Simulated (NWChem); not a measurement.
**One shape, several levels: SiHSClF (SMILES F[Si](S)Cl)**

Wanted: a comparison of 5 runs (UHF/STO-3G, UHF/3-21G, UB3LYP/6-31G*, UB3LYP/6-311G**) of SiHSClF. 

Program for the calculation: NWChem 7.3.0.

### Step 1. The molecule

The species is SiHSClF (5 atoms), meant as a doublet with charge 0. SMILES: `F[Si](S)Cl`. Geometry: relaxed at PBE0-D4/def2-TZVP. This is one conformer, not always the lowest.

Bond lengths: F1–Si2 1.595 Å, Si2–S3 2.126 Å, Si2–Cl4 2.048 Å, S3–H5 1.348 Å. Angles: F1–Si2–S3 109.9°, F1–Si2–Cl4 105.6°, S3–Si2–Cl4 112.7°, Si2–S3–H5 93.2°.

### Step 2. Energy and forces at UHF/STO-3G (run 1)

Contents of clfhssi.nw:

```
start clfhssi
title "ClFHSSi gradient"
memory total 2200 mb
geometry units angstroms noautosym nocenter noautoz
  F      1.365900     0.779800    -0.805000
  Si     0.179200    -0.285900    -0.810900
  S     -1.537100     0.537800     0.134500
  Cl     0.909900    -1.928000     0.170400
  H     -0.867900     0.822600     1.269700
end
basis spherical bse
  * library STO-3G
end
scf
  nopen 1
  uhf
  thresh 1e-08
  maxiter 80
  print low
end
task scf gradient
```

Command:

```sh
$ nwchem clfhssi.nw > clfhssi.out
```

The log of the run:

```text
[...]
  functions       =    33
[...]
  wavefunction    = UHF
[...]
         Total SCF energy =  -1232.031908202194
      One electron energy =  -2246.558556548893
      Two electron energy =    748.023238765771
 Nuclear repulsion energy =    266.503409580928
                       Sz =      0.5000
                 Sz(Sz+1) =      0.7500
                      S^2 =      0.7530
[...]
                         UHF ENERGY GRADIENTS
    atom               coordinates                        gradient
                 x          y          z           x          y          z
   1 F       2.581177   1.473608  -1.521229   -0.011512  -0.010484  -0.004019
   2 Si      0.338639  -0.540273  -1.532379    0.027345  -0.011511   0.024137
   3 S      -2.904698   1.016295   0.254168   -0.014862   0.000174  -0.011907
   4 Cl      1.719462  -3.643392   0.322009   -0.009972   0.021054  -0.016560
   5 H      -1.640093   1.554489   2.399385    0.009000   0.000767   0.008349
 Task  times  cpu:        2.5s     wall:        2.5s
 Total times  cpu:        2.6s     wall:        2.6s
```

Run time: 3.3 s. Hardware: 1 thread of Intel Xeon Platinum 8488C (Sapphire Rapids), shared host; peak memory 0.099 GiB.

### Step 3. Energy and forces at UHF/3-21G (run 2)

Contents of nw.nw:

```
start nw
title "ClFHSSi hf"
memory 2200 mb

geometry units angstrom noautosym nocenter noautoz
 F     1.365900    0.779800   -0.805000
 Si    0.179200   -0.285900   -0.810900
 S    -1.537100    0.537800    0.134500
 Cl    0.909900   -1.928000    0.170400
 H    -0.867900    0.822600    1.269700
end

basis spherical bse
 * library 3-21G
end

scf
 doublet
 uhf
 thresh 1e-08
 maxiter 80
 noprint "final vectors analysis"
end

task scf gradient
```

Command:

```sh
$ nwchem nw.nw > nw.out
```

The log of the run:

```text
[...]
  functions       =    50
[...]
  wavefunction    = UHF
[...]
         Total SCF energy =  -1239.812593800304
      One electron energy =  -2248.794648079575
      Two electron energy =    742.478644698343
 Nuclear repulsion energy =    266.503409580928
                       Sz =      0.5000
                 Sz(Sz+1) =      0.7500
                      S^2 =      0.7529
[...]
                         UHF ENERGY GRADIENTS
    atom               coordinates                        gradient
                 x          y          z           x          y          z
   1 F       2.581177   1.473608  -1.521229   -0.021103  -0.019517   0.000302
   2 Si      0.338639  -0.540273  -1.532379    0.012645  -0.002453   0.041621
   3 S      -2.904698   1.016295   0.254168    0.016690  -0.008257  -0.012334
   4 Cl      1.719462  -3.643392   0.322009   -0.014997   0.036013  -0.021093
   5 H      -1.640093   1.554489   2.399385    0.006764  -0.005786  -0.008496
[...]
```

It took 4.2 s on 1 thread of Intel Xeon Platinum 8488C (Sapphire Rapids), shared host; peak memory 0.099 GiB.

Runs 3 to 4 aren't shown in full; the table further down has their settings and results.

### Step 4. Energy and gradient at UB3LYP/6-311G(d,p) (run 5)

Contents of run.py:

```python
from ase import Atoms
from ase.calculators.nwchem import NWChem

mol = Atoms('FSiSClH', positions=[
    [1.365900, 0.779800, -0.805000],
    [0.179200, -0.285900, -0.810900],
    [-1.537100, 0.537800, 0.134500],
    [0.909900, -1.928000, 0.170400],
    [-0.867900, 0.822600, 1.269700],
])

calc = NWChem(
    label='clfhssi',
    theory='dft',
    memory='2200 mb',
    basis='6-311G**',
    basispar='spherical bse',
    dft={'xc': 'b3lyp', 'mult': '2', 'grid': 'fine', 'convergence': 'energy 1e-08', 'iterations': '100', 'mulliken': None},
)
mol.calc = calc

forces = mol.get_forces()
e = mol.get_potential_energy()
print(f"E = {e:.6f} eV")
print("forces (eV/A):")
for s, f in zip(mol.symbols, forces):
    print(f"{s:2s} {f[0]:10.5f} {f[1]:10.5f} {f[2]:10.5f}")
```

Command:

```sh
$ export ASE_NWCHEM_COMMAND="nwchem PREFIX.nwi > PREFIX.nwo"
$ python run.py
```

The log of the run:

```text
E = -33973.859640 eV
forces (eV/A):
F     0.59974    0.54955    0.04350
Si   -0.47529   -0.33306   -0.55510
S    -0.35322    0.14018    0.10022
Cl    0.20852   -0.42567    0.26297
H     0.02026    0.06896    0.14840
```

The calculator wrote clfhssi.nwi:

```
title "clfhssi"

permanent_dir clfhssi

scratch_dir clfhssi

start clfhssi

geometry units angstrom nocenter noautosym noautoz
  F  1.3658999999999999e+00 7.7980000000000005e-01 -8.0500000000000005e-01
  Si 1.7920000000000000e-01 -2.8589999999999999e-01 -8.1089999999999995e-01
  S  -1.5370999999999999e+00 5.3779999999999994e-01 1.3450000000000001e-01
  Cl 9.0990000000000004e-01 -1.9279999999999999e+00 1.7040000000000000e-01
  H  -8.6790000000000000e-01 8.2260000000000000e-01 1.2697000000000001e+00
end

memory 2200 mb

basis spherical bse noprint
   * library 6-311G**
end

dft
  xc b3lyp
  mult 2
  grid fine
  convergence energy 1e-08
  iterations 100
  mulliken
end

task dft gradient
```

clfhssi.nwo:

```text
Northwest Computational Chemistry Package (NWChem) 7.3.0
             --------------------------------------------------------

           Job information
           ---------------

    nwchem branch   = 7.3.0
    use scalapack   = T
    input           = clfhssi.nwi
    prefix          = clfhssi.
    data base       = clfhssi/clfhssi.db
    status          = startup
    nproc           =        1

           Memory information
           ------------------

[... 5 lines left out ...]
    hardfail = no
[... 117 lines left out ...]
          Convergence on energy requested:  1.00D-08
[... 31 lines left out ...]
          total energy or number of iterations.
[... 89 lines left out ...]
      One electron energy =    -2257.519005687957
[... 1618 lines left out ...]
          Convergence on energy requested:  1.00D-08
[... 31 lines left out ...]
          total energy or number of iterations.
[... 36 lines left out ...]
                 ----------------------------------------
                 |  Time  |  1-e(secs)   |  2-e(secs)   |
                 ----------------------------------------
                 |  CPU   |       0.01   |       9.02   |
                 ----------------------------------------
                 |  WALL  |       0.01   |       9.02   |
                 ----------------------------------------

 Task  times  cpu:       30.3s     wall:       30.3s
 Total times  cpu:       30.3s     wall:       30.3s
```

Run time: 32 s. Hardware: 1 thread of Intel Xeon Platinum 8488C (Sapphire Rapids), shared host; peak memory 0.12 GiB.

### Step 5. All runs side by side

| run | level | iteration cap | module | energy (Eh) | ⟨S²⟩ | largest force (eV/Å) | wall time |
| --- | --- | --- | --- | --- | --- | --- | --- |
| 1 | UHF/STO-3G | 80 | scf | -1232.031908 | 0.753 | 1.967 | 3.3 s |
| 2 | UHF/3-21G | 80 | scf | -1239.812594 | 0.753 | 2.280 | 4.2 s |
| 3 | UB3LYP/6-31G* (spherical functions) | 100 | dft | -1248.395800 | 0.751 | 0.725 | 35 s |
| 4 | UB3LYP/6-31G* (Cartesian functions) | 100 | dft | -1248.404915 | 0.751 | 0.688 | 40 s |
| 5 | UB3LYP/6-311G** | 100 | dft | -1248.516324 | 0.751 | 0.815 | 32 s |

### Step 6. Outcome

| quantity | value |
| --- | --- |
| run 5: total energy | -1248.51632 Eh |
| run 5: dipole moment | 0.62 D |
| run 5: HOMO energy (highest over α and β) | -6.90 eV |
| run 5: LUMO energy (lowest over α and β) | -3.80 eV |
| run 5: ⟨S²⟩ | 0.751 |
| run 5: largest force on an atom | 0.815 eV/Å |

In words: Over runs 2, 3, 4, 5 the dipole moment (its size) runs from 0.47 D (UB3LYP/6-31G*) to 0.99 D (UHF/3-21G). The two ends differ in method and basis. In run 1 the basis is minimal, so the values are rough. All runs together took 1.9 min, the longest 40 s.
